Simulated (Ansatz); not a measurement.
Write the native input for Ansatz 0.2.0 that does the following.

```
Task                : single point
Functional          : PBE
Potentials or basis : Ansatz PAW
Cutoff              : 420 eV (not typed: the program's choice for these potentials)
k mesh              : 4 × 4 × 7
Occupations         : fermi-dirac, width 0.05 eV
Spin                : collinear spin, ferromagnetic start
Starting moments    : [1.5, 0.0, 0.0, 0.0, 0.0] μB
Fixed moment        : 1.5 μB
```

The system is CoCl2O2.

```
Co Cl O
1.0
     3.58087   -3.92695    0.00000
     3.58087    3.92695    0.00000
    -0.42040    0.00000    3.45761
Co Cl O
1 2 2
Cartesian
  0.0000 0.0000 0.0000
  5.3026 0.0000 1.4797
  1.4388 0.0000 1.9780
  3.5809 -2.2921 0.0000
  3.5809 2.2921 0.0000
```

The cell comes from a database or a generator and needn't be the stable form of this composition.

The input as run:

input.yaml

```yaml
crystal:
  lattice:
    - [3.580871, -3.926953, 0.0]
    - [3.580871, 3.926953, 0.0]
    - [-0.420397, 0.0, 3.457614]
  atoms:
    - { symbol: Co, position: [0.0, 0.0, 0.0], spin: 1.5 }
    - { symbol: Cl, position: [0.765523, 0.765523, 0.427941] }
    - { symbol: Cl, position: [0.234477, 0.234477, 0.572059] }
    - { symbol: O, position: [0.791837, 0.208163, 0.0] }
    - { symbol: O, position: [0.208163, 0.791837, 0.0] }
hamiltonian:
  xc: pbe
  pseudopotentials: { kind: paw }
magnetization:
  spin_polarized: true
  initial_magnetization: 1.5
  spin_locking: { lock_magnetization: hard }
kpoints:
  mp_grid: { grid: [4, 4, 7] }
scf:
  occupations: { method: fermi_dirac, width: 0.05 }
  lower_state_search: "off"
output:
  forces: true
  stress: true
  eigenvalues: true
```

Potentials or basis: Ansatz PAW.

Command:

```bash
$ ansatz run input.yaml --threads 2 --pin off --max-ram 5632MiB --backend cpu --events-out ev --progress --plain --runs-dir out
```

Results of the run:

```yaml
Pressure: -0.9 GPa
Largest_force: 0.291 eV/Å
Net_moment: 1.50 μB per cell
Absolute_moment: 1.56 μB per cell
Site_moments: Co +0.85; Cl +0.13; O +0.09 μB
```

Caveat: the total moment is fixed, so each spin has its own Fermi level; a cell with one magnetic atom can't hold antiferromagnetic order, which such compounds often take; the thresholds are loose for stress.

Run time: 9.7 s on 2 threads of Arm Neoverse V2 (shared host), peak memory 0.45 GiB.
